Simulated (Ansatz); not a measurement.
# Ti: the cost of one run

Program: Ansatz 0.2.0. Level of theory: DFT r2SCAN, scalar-relativistic, plane waves, PAW. These are calculated values, not measurements.

**1. The starting structure**

It takes space group Pm-3n (No. 223, cubic). Conventional cell: a = 5.168 Å, b = 5.168 Å, c = 5.168 Å, α = 90.00°, β = 90.00°, γ = 90.00°. Ti (site symmetry m-3) has 12 Ti at 2.89 Å as nearest neighbours. Ti (site symmetry -4m2) has 6 Ti at 2.58 to 2.89 Å as nearest neighbours.

Structure file:

```
CELL_PARAMETERS angstrom
5.16759 0.00000 0.00000
0.00000 5.16759 0.00000
0.00000 0.00000 5.16759
ATOMIC_POSITIONS crystal
Ti 0.50000 0.50000 0.50000
Ti 0.00000 0.00000 0.00000
Ti 0.25000 0.00000 0.50000
Ti 0.50000 0.25000 0.00000
Ti 0.50000 0.75000 0.00000
Ti 0.75000 0.00000 0.50000
Ti 0.00000 0.50000 0.75000
Ti 0.00000 0.50000 0.25000
```

This is candidate A: beta-tungsten (A15) type (Pm-3n, No. 223).

(A quick probe on a coarse mesh, which set the mesh and smearing, is not shown.)

**3. Relaxing cell and atoms (candidate A)**

Input file input.yaml:

```yaml
crystal:
  lattice:
    - [5.1675938293, 0.0, 0.0]
    - [0.0, 5.1675938293, 0.0]
    - [0.0, 0.0, 5.1675938293]
  atoms:
    - { symbol: Ti, position: [0.5, 0.5, 0.5] }
    - { symbol: Ti, position: [0.0, 0.0, 0.0] }
    - { symbol: Ti, position: [0.25, 0.0, 0.5] }
    - { symbol: Ti, position: [0.5, 0.25, 0.0] }
    - { symbol: Ti, position: [0.5, 0.75, 0.0] }
    - { symbol: Ti, position: [0.75, 0.0, 0.5] }
    - { symbol: Ti, position: [0.0, 0.5, 0.75] }
    - { symbol: Ti, position: [0.0, 0.5, 0.25] }
basis:
  ecutwfc: 500
kpoints:
  mp_grid: { grid: [8, 8, 8] }
hamiltonian:
  xc: r2scan
scf:
  occupations: { method: gaussian, width: 0.1 }
output:
  forces: true
  stress: true
  eigenvalues: true
relax:
  adjacent_minimum: "off"
  f_tol: 0.01
  max_steps: 80
  cell: { stress_tol: 0.05 }
```

Q: Estimate wall time and peak memory on 1 thread of an x86-64 CPU, shared host.

About 75 s, with a peak of 0.84 GiB.
